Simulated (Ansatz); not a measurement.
# CoSi (doublet): wave-function methods side by side, def2-QZVPP

One table from this session's results is given with a row withheld; the runs are named, their logs left out.

Method: def2-QZVPP, core rule «outside noble gas», up to 14 orbitals frozen; program: Ansatz 0.2.0, Gaussian basis.

Plan: UHF; ROHF; CCSD(T) on UHF.

## The geometry

The geometry is a PBE0/def2-TZVP stationary point (not a proven minimum) of the parent state, kept for this charge and spin.

2 atoms, charge 0, spin multiplicity 2.

Atoms are counted from 1 here; the program's logs count them from 0.

Bond lengths: Co1–Si2 2.231 Å.

The first run:

in.yaml

```yaml
crystal:
  periodic: [false, false, false]
  atoms:
    - {symbol: Co, position_ang: [0.000000, 0.000000, 0.000000]}
    - {symbol: Si, position_ang: [0.000000, 0.000000, 2.230600]}
basis:
  gaussian: {orbitals: "def2-QZVPP.json"}
magnetization: {spin_polarized: true, initial_magnetization: 1}
hamiltonian: {xc: hf}
output: {orbitals: {seedname: orbitals}}
```

Started as:

```sh
$ ansatz run in.yaml --threads 1 --pin off --events-out ev --progress --plain --max-ram 4096MiB --backend cpu
```

Steps of the session up to this table: UHF; ROHF; CCSD(T) on UHF.

One table of the session follows, with a row left open; its other results are not shown here.

It belongs to the step «Misses and costs». 

```
  method  from UCCSD(T) (meV)
    ROHF             +15898.2
     UHF             +11032.7
    UMP2              +1787.6
   UCCSD                    ?
UCCSD(T)                    0
```

Q: Estimate the row for UCCSD from the others.

**Answer.** from UCCSD(T) (meV): +778.2. In the column «from UCCSD(T) (meV)» it lies between UCCSD(T) (0) and UMP2 (+1787.6).

Limits of these values: The determinant of HF (⟨S²⟩ 3.33) is far from a pure spin state, so its energy mixes those of several spin states; that is harmless only where they are near-degenerate. The determinant of CCSD(T) (⟨S²⟩ 3.33) is far from a pure spin state, so its energy mixes those of several spin states; high orders of coupled cluster remove much of that, low ones don't.
